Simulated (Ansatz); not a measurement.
# C2H6InO2 radical: one species, many methods

One table from this session's results is given with a row withheld; the runs are named, their logs left out.

Program: Ansatz 0.2.0, Gaussian basis. Level of theory: functionals in def2-TZVPP, the program's frozen cores in correlated methods. These are calculated values, not measurements.

The runs, in order: LDA (SPW92), PBE-D4, revPBE-D4, BLYP-D4, r2SCAN-D4, B97M-V, PBE0-D4, B3LYP-D4, r2SCANh-D4, r2SCAN0-D4, HSE06-D4, BHLYP-D4, CAM-B3LYP-D4, LC-ωPBE, ωB97X-V, ωB97M-V, B2PLYP, PBE-QIDH; CCSD(T)/def2-SVP; CCSD(T)/def2-TZVPP; MP2/def2-QZVPP; extrapolation to the limit; RPA on PBE.

## The geometry

The geometry comes from an earlier relaxation with PBE0-D4 in a triple-zeta def2 set; it is a stationary point, not always the lowest conformer. In takes the def2 core potential; no spin-orbit term is included.

SMILES `C[O][In][O]C`, 11 atoms, charge 0, spin multiplicity 2.

Atoms are counted from 1 here; the program's logs count them from 0.

Bond lengths: C1–O2 1.407 Å, C1–H6 1.098 Å, C1–H7 1.098 Å, C1–H8 1.097 Å, O2–In3 2.008 Å, In3–O4 2.020 Å, O4–C5 1.397 Å, C5–H9 1.097 Å, C5–H10 1.098 Å, C5–H11 1.098 Å. Angles: O2–C1–H6 111.6°, O2–C1–H7 113.7°, O2–C1–H8 108.4°, H6–C1–H7 107.6°, H6–C1–H8 107.7°, H7–C1–H8 107.5°, C1–O2–In3 119.8°, O2–In3–O4 111.1°, In3–O4–C5 127.3°, O4–C5–H9 108.1°, O4–C5–H10 112.9°, O4–C5–H11 113.0°, H9–C5–H10 107.3°, H9–C5–H11 107.3°, H10–C5–H11 108.0°.

The first run:

Contents of in.yaml:

```yaml
crystal:
  periodic: [false, false, false]
  atoms:
    - {symbol: C, position_ang: [-0.908369, -0.832024, 2.096924]}
    - {symbol: O, position_ang: [0.291722, -1.480684, 1.752345]}
    - {symbol: In, position_ang: [1.318998, -0.886544, 0.132609]}
    - {symbol: O, position_ang: [0.260893, 0.451668, -0.948977]}
    - {symbol: C, position_ang: [0.633662, 1.047080, -2.156410]}
    - {symbol: H, position_ang: [-0.730693, 0.014164, 2.773691]}
    - {symbol: H, position_ang: [-1.469956, -0.454635, 1.232562]}
    - {symbol: H, position_ang: [-1.551308, -1.549409, 2.621451]}
    - {symbol: H, position_ang: [-0.168009, 1.731392, -2.460151]}
    - {symbol: H, position_ang: [0.767949, 0.320113, -2.968311]}
    - {symbol: H, position_ang: [1.555101, 1.638868, -2.075733]}
basis:
  gaussian: {orbitals: def2-TZVPP}
magnetization: {spin_polarized: true, initial_magnetization: 1}
hamiltonian: {xc: lda}
output: {orbitals: {seedname: orbitals}}
```

Steps of the session up to this table: LDA; PBE-D4 (GGA); revPBE-D4 (GGA); BLYP-D4 (GGA); r2SCAN-D4 (meta-GGA); B97M-V (meta-GGA); PBE0-D4 (hybrid); B3LYP-D4 (hybrid); r2SCANh-D4 (hybrid); r2SCAN0-D4 (hybrid); HSE06-D4 (hybrid); BHLYP-D4 (hybrid); CAM-B3LYP-D4 (range-separated); LC-ωPBE (range-separated); ωB97X-V (range-separated); ωB97M-V (range-separated); B2PLYP (double hybrid); PBE-QIDH (double hybrid).

One of the session's tables, all rows but one given; the rest of the session is left out.

It belongs to the step «Orbital energies across the functionals». 

```
  functional  HOMO (eV)  LUMO (eV)  gap (eV)
 LDA (SPW92)      -5.46      -4.83      0.63
      PBE-D4      -5.31      -4.50      0.81
   revPBE-D4      -5.25      -4.37      0.88
     BLYP-D4      -5.18      -4.50      0.68
   r2SCAN-D4          ?          ?         ?
      B97M-V      -5.43      -4.63      0.80
     PBE0-D4      -6.49      -3.71      2.78
    B3LYP-D4      -6.27      -4.08      2.19
  r2SCANh-D4      -6.14      -3.99      2.15
  r2SCAN0-D4      -6.80      -3.55      3.25
    HSE06-D4      -6.09      -4.08      2.02
    BHLYP-D4      -7.51      -3.02      4.49
CAM-B3LYP-D4      -7.76      -2.91      4.85
     LC-ωPBE      -9.03      -1.50      7.52
     ωB97X-V      -8.62      -1.88      6.74
     ωB97M-V      -8.62      -2.11      6.52
```

**Question.** Estimate the row for r2SCAN-D4.

Worked estimate for «HOMO (eV)». Against the share of exact exchange, r2SCANh-D4 (0.1, -6.14), r2SCAN0-D4 (0.25, -6.80) give a slope of -4.40 per unit share; at 0 the line stands at -5.70.

The run gave: HOMO (eV): -5.69; LUMO (eV): -4.28; gap (eV): 1.41. In «HOMO (eV)» the line misses by -0.01.
